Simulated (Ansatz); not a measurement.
Be3Pd and its elements, a formation energy from the elements

Computed with the Python package of Ansatz (0.2.0).

The cells in order, each with its output:

```python
from collections import Counter

import ansatz
from ase import Atoms
import numpy as np
```

```python
FUNCTIONAL = "LDA"
K_SPACING = 0.3
FILLING = "fermi_dirac"
WIDTH_EV = 0.1
```

```python
def compute(name, crystal):
    calc = (
        crystal.calculation()
        .functional(FUNCTIONAL)
        .basis(35 * ansatz.Ry)
        .eigensolver("auto", mixed_precision=False)
        .kpoints(spacing=K_SPACING)
        .occupations(FILLING, width=WIDTH_EV)
        .stress()
    )
    calc = calc.relax(force_tolerance=0.02, max_steps=60, cell=True)
    return calc.run(threads=1)
```

```python
def counts(outcome):
    return Counter(site.symbol for site in outcome.lattice.sites)
```

```python
def formation_energy(outcome, mu):
    n = counts(outcome)
    return (outcome.report["energy_sigma0_ev"] - sum(k * mu[element] for element, k in n.items())) / sum(n.values())


def volume_per_atom(outcome):
    return abs(np.linalg.det(outcome.lattice.cell_ang)) / len(outcome.lattice.sites)
```

```python
phases = {}
atoms = Atoms(
    ["Be", "Be", "Be", "Pd"],
    scaled_positions=[
        [0.75, 0.25, 0.5],
        [0.25, 0.75, 0.5],
        [0.5, 0.5, 0.0],
        [0.0, 0.0, 0.0],
    ],
    cell=[
        [-1.660308, 1.660308, 3.601723],
        [1.660308, -1.660308, 3.601723],
        [1.660308, 1.660308, -3.601723],
    ],
    pbc=True,
)
be3pd = ansatz.Crystal.from_ase(atoms)
phases["Be3Pd"] = be3pd
atoms = Atoms(
    ["Be", "Be"],
    scaled_positions=[
        [1 / 3, 2 / 3, 0.25],
        [2 / 3, 1 / 3, 0.75],
    ],
    cell=[
        [2.2853, 0.0, 0.0],
        [-1.14265, 1.97912786, 0.0],
        [0.0, 0.0, 3.5842],
    ],
    pbc=True,
)
be = ansatz.Crystal.from_ase(atoms)
phases["Be"] = be
pd = (
    ansatz.Lattice.fcc(3.893)
    .space_group(225)
    .atom("Pd", [0.0, 0.0, 0.0])
    .primitive()
)
phases["Pd"] = pd

done = {name: compute(name, crystal) for name, crystal in phases.items()}
```

    

```python
# energy of one atom in its reference phase
references = {"Be": "Be", "Pd": "Pd"}
mu = {element: done[name].report["energy_sigma0_ev"] / len(done[name].lattice.sites) for element, name in references.items()}
```

```python
target = done["Be3Pd"]
heat = formation_energy(target, mu)
for element, value in mu.items():
    print(f"mu({element}) = {value:.4f} eV from {references[element]}, {volume_per_atom(done[references[element]]):.2f} A^3/atom")
print(f"formation energy of Be3Pd: {heat:.4f} eV/atom = {96.4853 * heat:.1f} kJ/mol of atoms")
```

    mu(Be) = -88.2267 eV from Be, 7.55 A^3/atom
    mu(Pd) = -6844.5995 eV from Pd, 14.17 A^3/atom
    formation energy of Be3Pd: -0.3411 eV/atom = -32.9 kJ/mol of atoms

The formation energy is -0.341 eV an atom (-32.9 kJ per mole of atoms), so Be3Pd lies below the reference phases.

Caveats:
- The settings weren't tested for convergence.
- For the metals among these phases the mesh is modest: differences between phases can be off by up to 40 meV an atom.
- The cells come from databases of deposited and of computed structures, and not all need be stable phases.
- The compound is the structure given, not necessarily its lowest; energies are at zero temperature, with no correction for gases. A semilocal functional's error on such energies is often 0.05 to 0.1 eV an atom, and 0.1 to 0.3 eV against gases such as O2 or F2.
- Hardware and time: 15 s on 1 thread of Arm Neoverse V2, on a shared host, peak memory 0.42 GiB.

(Lines on the test bed's own set-up are left out of the output.)
